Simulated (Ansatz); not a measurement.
# FH3N2OW: the cost of one run

The runs use Ansatz 0.2.0, Gaussian basis; the settings change from run to run.

### Step 1. The molecule

An earlier PBE0-D4 in a triple-zeta def2 set relaxation fixed the geometry. W takes a core potential in def2 sets; no spin-orbit term is included.

SMILES `[NH]=[W](=[NH])([OH])[F]`, 8 atoms, charge 0, spin multiplicity 1.

Atoms are counted from 1 here; the program's logs count them from 0.

Bond lengths: N1–W2 1.746 Å, N1–H6 1.008 Å, W2–N3 1.743 Å, W2–O4 1.894 Å, W2–F5 1.875 Å, N3–H7 1.007 Å, O4–H8 0.960 Å. Angles: W2–N1–H6 154.4°, N1–W2–N3 111.4°, N1–W2–O4 108.2°, N1–W2–F5 108.4°, N3–W2–O4 107.2°, N3–W2–F5 108.8°, O4–W2–F5 112.9°, W2–N3–H7 158.3°, W2–O4–H8 120.6°.

### Step 2. r2SCAN0/def2-mTZVPP

This run has charge -1, multiplicity 2, a grid of angular degree 47, D4 dispersion.

in.yaml reads:

```yaml
crystal:
  periodic: [false, false, false]
  atoms:
    - {symbol: N, position_ang: [-1.093974, 0.980838, 0.453542]}
    - {symbol: W, position_ang: [0.105807, 0.043627, -0.400676]}
    - {symbol: N, position_ang: [1.636995, 0.059313, 0.432406]}
    - {symbol: O, position_ang: [-0.482379, -1.756174, -0.459253]}
    - {symbol: F, position_ang: [0.338132, 0.791377, -2.104535]}
    - {symbol: H, position_ang: [-1.420906, 1.575992, 1.198363]}
    - {symbol: H, position_ang: [2.311912, 0.283674, 1.145067]}
    - {symbol: H, position_ang: [-1.395598, -1.978647, -0.264914]}
basis:
  gaussian: {orbitals: def2-mTZVPP, final_grid: {core_spheres: 20, valence_spheres: 16, degree: 47}}
total_charge: -1
magnetization: {spin_polarized: true, initial_magnetization: 1}
hamiltonian: {xc: {name: r2SCAN0}, dispersion: d4}
output: {forces: true}
```

The run is started by

```
$ ansatz run in.yaml --threads 4 --pin off --events-out ev --progress --plain --max-ram 10444MiB
```

What time and memory should one allow on 4 threads of Arm Neoverse V2, shared host?

About 18 s, with a peak of 0.59 GiB.
